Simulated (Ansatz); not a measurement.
I need a cohesive energy from free atoms of LiMg and its free atoms. Use the Python package of Ansatz (0.2.0). Level of theory (first run): LDA, PAW, cutoff 520 eV, 12×12×12 k-points, Fermi-Dirac smearing of 0.02 eV.

The script, `limg_cohesive.py`:
```python
"""Binding of LiMg against spin-polarised atoms in a box."""

from collections import Counter

import ansatz as az

PHASES = {
    "LiMg": (
        [[3.378185, 0.0, 0.0], [0.0, 3.378185, 0.0], [0.0, 0.0, 3.55261]],
        [
            ("Li", [0.0, 0.0, 0.0]),
            ("Mg", [0.5, 0.5, 0.5]),
        ],
    ),
}


def build(vectors, sites):
    crystal = az.Crystal(lattice=az.Lattice.of(vectors))
    for symbol, position in sites:
        crystal = crystal.atom(symbol, position)
    return crystal


def counts(outcome):
    return Counter(site.symbol for site in outcome.lattice.sites)

UNPAIRED = {"Li": 1, "Mg": 0}  # unpaired electrons of the free atoms


def run_phase(name, crystal):
    calc = (
        crystal.calculation()
        .functional("LDA")
        .basis(520)
        .kpoints(spacing=0.16)
        .occupations("fermi_dirac", width=0.02)
    )
    if name.endswith(" atom"):
        calc = calc.kpoints(1, 1, 1).occupations("fermi_dirac", width=0.01)
        if UNPAIRED[name.split()[0]]:
            calc = calc.spin("collinear")
        return calc.run(threads=1, backend="cpu")
    calc = calc.relax(force_tolerance=0.03, cell=True)
    return calc.run(threads=1, backend="cpu")

phases = {name: build(*cell) for name, cell in PHASES.items()}
# a box with unlike edges lets an open shell break the spherical symmetry
for element, moment in UNPAIRED.items():
    phases[f"{element} atom"] = az.Lattice.orthorhombic(10.0, 10.5, 11.0).atom(element, (0.5, 0.5, 0.5), moment=moment or None)

done = {name: run_phase(name, crystal) for name, crystal in phases.items()}

for element in UNPAIRED:
    atom = done[f"{element} atom"].report
    print(f"{element} atom: {atom['energy_sigma0_ev']:.4f} eV, moment {atom['magnetization_mub']:.2f} muB")
solid = done["LiMg"]
n = counts(solid)
binding = (sum(k * done[f"{e} atom"].report["energy_sigma0_ev"] for e, k in n.items()) - solid.report["energy_sigma0_ev"]) / sum(n.values())
print(f"cohesive energy {binding:.3f} eV/atom = {96.4853 * binding:.0f} kJ/mol of atoms (no zero-point energy)")
```

```console
$ python limg_cohesive.py
Li atom: -199.8515 eV, moment 1.00 muB
Mg atom: -1899.8410 eV, moment 0.00 muB
cohesive energy 1.850 eV/atom = 179 kJ/mol of atoms (no zero-point energy)
```

What to keep in mind:
- Total energies depend on the potentials; only differences at equal settings carry meaning.
- The magnetic order follows from the starting moments and needn't be the lowest.
- For the metals among these phases the mesh is modest: differences between phases can be off by up to 40 meV an atom.
- The cells come from databases of deposited and of computed structures, and not all need be stable phases.
- Free atoms in a box carry small image and symmetry errors, and spin-orbit coupling is left out.
- Hardware and time: 49 s on 1 thread of Arm Neoverse V2, with other jobs on the host, peak memory 0.97 GiB.
